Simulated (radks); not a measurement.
# Yb⁵⁸⁺ in [Ne] 3s2: an all-electron calculation

One table from this session's results is given with a row withheld; the runs are named, their logs left out.

Method: scalar-relativistic Kohn-Sham, exchange-only PBE, spin-polarised, spherical densities, point nucleus. Code: radks (a radial shooting solver on a logarithmic mesh, Libxc functionals) version 1.

## What is computed

```
element       : ytterbium (Z = 70)
charge        : +58
electrons     : 12
configuration : [Ne] 3s2
```

Outer shells as boxes (Hund's rule):

Yb⁵⁸⁺
```
[Ne] core
3s [↑↓]
```

The first run:

Input:

```text
Z 70
configuration [Ne] 3s2 3p0 4s0 3d0 4f0
relativity scalar-relativistic
functional pbe,
spin polarised
nucleus point
c 137.035999084
```

One table of the session follows, with a row left open; its other results are not shown here.

It belongs to the step «Orbitals and density». From the orbitals of this run (lengths in bohr):

| level | <r> | outermost maximum (interpolated) | 90 % within | nodes |
| --- | --- | --- | --- | --- |
| 1s | 0.01964 | 0.0124 | 0.0357 | 0 |
| 2s | 0.08212 | 0.0700 | 0.127 | 1 |
| 2p | ? | ? | ? | ? |
| 3s | 0.1968 | 0.187 | 0.286 | 2 |
| 3p | 0.1921 | 0.182 | 0.284 | 1 |
| 3d | 0.1688 | 0.144 | 0.256 | 0 |
| 4s | 0.3630 | 0.368 | 0.511 | 3 |
| 4f | 0.3006 | 0.267 | 0.435 | 0 |

Q: Estimate the row for 2p from the others.

As computed: <r>: 0.07283; outermost maximum (interpolated): 0.0570; 90 % within: 0.118; nodes: 0. In the column «<r>» it lies between 1s (0.01964) and 2s (0.08212).
